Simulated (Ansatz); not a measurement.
Born–Oppenheimer molecular dynamics of a periodic cell of 21 atoms, KBaYB₆O₁₂ (host KBaYB6O12, host structure R3). It starts from an unrelaxed structure (largest force component 0.33 eV/Å).

Method: DFT PBEsol, scalar-relativistic, plane waves, PAW (Ansatz). Settings: cutoff 420 eV, k mesh 2x2x2, fermi-dirac smearing 0.05 eV, no spin polarisation.

```json
{
 "ensemble": "NVT, Nosé–Hoover chain",
 "time step": "1 fs",
 "steps asked": "120",
 "set temperature": "1200 K",
 "thermostat": "time constant 100 fs, chain length 3",
 "seed": "316333"
}
```

Frames 1 fs apart, positions in Å.

Velocities at 20.0 fs (Å/ps):

```
K 2.20 4.60 6.79
Ba 2.08 0.99 -2.45
Y 1.61 -5.19 1.32
B -8.56 2.12 -1.00
B -1.70 -4.95 -8.02
B 1.37 1.63 -6.72
B -15.70 5.22 1.34
B 14.02 6.30 7.95
B -9.97 -4.44 -2.58
O -4.71 3.55 3.44
O -0.93 4.49 1.31
O 5.31 -0.66 -0.77
O 0.90 7.00 6.03
O -1.19 -8.76 -3.01
O -8.62 -8.96 -7.46
O -0.98 -3.22 6.32
O -0.40 -7.84 -2.35
O -4.04 5.55 -4.72
O 10.87 3.36 -3.00
O -10.76 11.08 6.86
O -3.71 -0.45 0.47
```

```xyz
21
Lattice="3.6215 2.0909 5.9798 -3.6215 2.0909 5.9798 0.0000 -4.1817 5.9798" Properties=species:S:1:pos:R:3 time_fs=20.0 energy_less_start_eV=1.329 T=698
K 0.044 0.098 3.928
Ba 0.042 0.018 14.152
Y 0.030 -0.124 0.042
B -0.426 -1.361 7.427
B -1.075 1.082 7.446
B 1.311 0.287 7.472
B 0.289 1.402 10.473
B 0.986 -0.960 10.603
B -1.393 -0.442 10.443
O -1.841 2.102 7.431
O 2.629 0.638 7.390
O -0.715 -2.638 7.383
O 2.026 -1.825 10.706
O -2.750 -0.657 10.435
O 0.678 2.678 10.407
O 0.950 -0.981 7.566
O -1.423 -0.371 7.385
O 0.265 1.301 7.306
O -1.023 1.047 10.419
O 1.217 0.407 10.635
O -0.440 -1.406 10.477
21
Lattice="3.6215 2.0909 5.9798 -3.6215 2.0909 5.9798 0.0000 -4.1817 5.9798" Properties=species:S:1:pos:R:3 time_fs=21.0 energy_less_start_eV=1.369 T=683
K 0.046 0.103 3.934
Ba 0.044 0.019 14.150
Y 0.032 -0.130 0.043
B -0.435 -1.359 7.426
B -1.076 1.075 7.437
B 1.313 0.290 7.465
B 0.274 1.407 10.475
B 1.000 -0.954 10.611
B -1.404 -0.446 10.441
O -1.846 2.106 7.435
O 2.628 0.642 7.392
O -0.710 -2.639 7.383
O 2.026 -1.818 10.712
O -2.751 -0.666 10.432
O 0.670 2.669 10.400
O 0.949 -0.985 7.573
O -1.424 -0.379 7.382
O 0.261 1.306 7.302
O -1.013 1.050 10.416
O 1.206 0.417 10.642
O -0.443 -1.407 10.478
21
Lattice="3.6215 2.0909 5.9798 -3.6215 2.0909 5.9798 0.0000 -4.1817 5.9798" Properties=species:S:1:pos:R:3 time_fs=22.0 energy_less_start_eV=1.422 T=663
K 0.048 0.107 3.941
Ba 0.046 0.020 14.147
Y 0.034 -0.135 0.045
B -0.443 -1.358 7.425
B -1.077 1.067 7.429
B 1.315 0.296 7.457
B 0.259 1.413 10.476
B 1.014 -0.949 10.619
B -1.417 -0.447 10.438
O -1.853 2.110 7.438
O 2.626 0.646 7.394
O -0.705 -2.640 7.382
O 2.025 -1.811 10.717
O -2.750 -0.674 10.429
O 0.662 2.660 10.392
O 0.947 -0.990 7.579
O -1.424 -0.385 7.380
O 0.260 1.311 7.298
O -1.004 1.050 10.413
O 1.196 0.427 10.648
O -0.444 -1.407 10.479
21
Lattice="3.6215 2.0909 5.9798 -3.6215 2.0909 5.9798 0.0000 -4.1817 5.9798" Properties=species:S:1:pos:R:3 time_fs=23.0 energy_less_start_eV=1.501 T=634
K 0.051 0.112 3.948
Ba 0.048 0.021 14.145
Y 0.035 -0.139 0.046
B -0.449 -1.356 7.424
B -1.076 1.056 7.420
B 1.318 0.305 7.448
B 0.245 1.419 10.477
B 1.027 -0.944 10.627
B -1.431 -0.446 10.435
O -1.860 2.115 7.442
O 2.623 0.649 7.396
O -0.701 -2.641 7.381
O 2.022 -1.803 10.722
O -2.749 -0.683 10.426
O 0.654 2.653 10.384
O 0.944 -0.995 7.586
O -1.425 -0.390 7.378
O 0.260 1.315 7.294
O -0.997 1.049 10.410
O 1.188 0.437 10.655
O -0.444 -1.406 10.479
21
Lattice="3.6215 2.0909 5.9798 -3.6215 2.0909 5.9798 0.0000 -4.1817 5.9798" Properties=species:S:1:pos:R:3 time_fs=24.0 energy_less_start_eV=1.600 T=597
K 0.053 0.116 3.954
Ba 0.050 0.022 14.143
Y 0.037 -0.144 0.048
B -0.454 -1.356 7.424
B -1.076 1.044 7.411
B 1.321 0.315 7.439
B 0.233 1.424 10.478
B 1.038 -0.939 10.634
B -1.446 -0.443 10.432
O -1.867 2.119 7.446
O 2.620 0.652 7.398
O -0.698 -2.643 7.380
O 2.019 -1.796 10.726
O -2.747 -0.692 10.423
O 0.646 2.647 10.376
O 0.941 -1.000 7.592
O -1.426 -0.394 7.377
O 0.262 1.319 7.290
O -0.993 1.046 10.406
O 1.179 0.445 10.663
O -0.442 -1.405 10.480
21
Lattice="3.6215 2.0909 5.9798 -3.6215 2.0909 5.9798 0.0000 -4.1817 5.9798" Properties=species:S:1:pos:R:3 time_fs=25.0 energy_less_start_eV=1.700 T=560
K 0.055 0.121 3.961
Ba 0.052 0.023 14.140
Y 0.039 -0.149 0.049
B -0.458 -1.357 7.424
B -1.075 1.032 7.402
B 1.325 0.326 7.430
B 0.223 1.428 10.479
B 1.047 -0.934 10.642
B -1.460 -0.439 10.430
O -1.875 2.123 7.450
O 2.616 0.654 7.400
O -0.695 -2.645 7.379
O 2.014 -1.788 10.729
O -2.744 -0.701 10.420
O 0.639 2.642 10.368
O 0.937 -1.005 7.599
O -1.427 -0.395 7.375
O 0.265 1.322 7.287
O -0.993 1.041 10.403
O 1.172 0.452 10.670
O -0.439 -1.403 10.482
21
Lattice="3.6215 2.0909 5.9798 -3.6215 2.0909 5.9798 0.0000 -4.1817 5.9798" Properties=species:S:1:pos:R:3 time_fs=26.0 energy_less_start_eV=1.775 T=533
K 0.057 0.125 3.967
Ba 0.054 0.024 14.138
Y 0.041 -0.153 0.050
B -0.460 -1.358 7.425
B -1.075 1.020 7.392
B 1.327 0.338 7.421
B 0.216 1.432 10.480
B 1.053 -0.927 10.648
B -1.472 -0.433 10.427
O -1.883 2.126 7.454
O 2.613 0.656 7.403
O -0.693 -2.647 7.378
O 2.010 -1.782 10.732
O -2.742 -0.710 10.417
O 0.633 2.640 10.360
O 0.933 -1.010 7.605
O -1.429 -0.396 7.374
O 0.270 1.324 7.284
O -0.996 1.034 10.399
O 1.166 0.458 10.678
O -0.435 -1.401 10.483
21
Lattice="3.6215 2.0909 5.9798 -3.6215 2.0909 5.9798 0.0000 -4.1817 5.9798" Properties=species:S:1:pos:R:3 time_fs=27.0 energy_less_start_eV=1.801 T=524
K 0.059 0.130 3.974
Ba 0.056 0.025 14.136
Y 0.043 -0.158 0.052
B -0.459 -1.361 7.426
B -1.075 1.009 7.383
B 1.328 0.350 7.412
B 0.212 1.434 10.481
B 1.056 -0.920 10.655
B -1.482 -0.426 10.425
O -1.890 2.128 7.458
O 2.609 0.658 7.406
O -0.692 -2.649 7.377
O 2.005 -1.776 10.735
O -2.740 -0.719 10.413
O 0.627 2.640 10.352
O 0.928 -1.014 7.611
O -1.431 -0.394 7.372
O 0.275 1.326 7.281
O -1.003 1.025 10.395
O 1.162 0.463 10.686
O -0.431 -1.398 10.485
21
Lattice="3.6215 2.0909 5.9798 -3.6215 2.0909 5.9798 0.0000 -4.1817 5.9798" Properties=species:S:1:pos:R:3 time_fs=28.0 energy_less_start_eV=1.768 T=538
K 0.061 0.134 3.980
Ba 0.058 0.026 14.133
Y 0.045 -0.162 0.053
B -0.457 -1.365 7.427
B -1.075 0.999 7.375
B 1.329 0.361 7.404
B 0.209 1.434 10.482
B 1.056 -0.912 10.660
B -1.490 -0.419 10.423
O -1.897 2.128 7.462
O 2.605 0.659 7.408
O -0.692 -2.652 7.376
O 2.001 -1.770 10.738
O -2.739 -0.728 10.410
O 0.622 2.642 10.343
O 0.923 -1.016 7.617
O -1.434 -0.392 7.371
O 0.282 1.327 7.278
O -1.013 1.014 10.391
O 1.158 0.467 10.694
O -0.425 -1.393 10.486
21
Lattice="3.6215 2.0909 5.9798 -3.6215 2.0909 5.9798 0.0000 -4.1817 5.9798" Properties=species:S:1:pos:R:3 time_fs=29.0 energy_less_start_eV=1.682 T=572
K 0.063 0.138 3.987
Ba 0.060 0.026 14.131
Y 0.047 -0.166 0.055
B -0.452 -1.370 7.429
B -1.075 0.991 7.367
B 1.327 0.371 7.396
B 0.209 1.433 10.483
B 1.053 -0.903 10.665
B -1.493 -0.411 10.421
O -1.903 2.127 7.466
O 2.602 0.660 7.411
O -0.693 -2.655 7.375
O 1.997 -1.766 10.740
O -2.738 -0.736 10.406
O 0.617 2.646 10.335
O 0.918 -1.018 7.622
O -1.437 -0.388 7.370
O 0.289 1.328 7.275
O -1.027 1.002 10.387
O 1.156 0.470 10.702
O -0.419 -1.388 10.488
```

Of the whole run (120 fs, mean temperature of the second half 641 K): The conserved energy stayed within 0.98 meV per atom of its start (net change 0.31 meV per atom), so the integration is sound. The mean temperature of the second half is 47 % below the set value. A run of 0.12 ps of so small a system gives no equilibrium averages. Limits of this set-up: coarse k mesh.

Run time: 14 min on 1 thread of Arm Neoverse V1 (shared host), peak memory 0.68 GiB.
